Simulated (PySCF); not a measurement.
# C5H5O2Si: the cost of one run

Programs: PySCF 2.14.0, with routines of our own; each step states its level. All values are computed. Atoms count from 0.

## Step 1: The system as given

13 atoms, charge -1, multiplicity 1; geometry from: GFN2-xTB.

## Step 2: Geometry optimisation at PBE0-D3(BJ)/def2-SVP

What the job is given:

```
{"job": {"xc": "PBE0", "basis": "def2-SVP", "d3": "d3bj", "grid": 2, "kind": "geom"}, "charge": -1, "multiplicity": 1}
O     -2.978719     0.297841    -0.873057
C     -2.070805     0.759624    -0.171868
C     -0.759065     0.294065    -0.049711
C      0.192458     0.900482     0.781421
C      1.465255     0.378655     0.840401
C      1.709223    -0.763268     0.027878
O      2.784716    -1.375750    -0.061127
Si     0.050477    -1.157139    -0.892297
H     -2.297122     1.665472     0.455832
H     -0.076833     1.773816     1.372387
H      2.239980     0.807555     1.464686
H     -0.464490    -2.494642    -0.557550
H      0.200536    -1.086226    -2.354723
```

Launch:

```
> OMP_NUM_THREADS=1 python excited_run.py task.json out
```

The driver reads the jobs from task.json and runs them one after another.

Q: Estimate the wall time and peak memory of this first job on 1 thread of Arm Neoverse V2, shared host.

About 42 s, with a peak of 0.76 GiB.
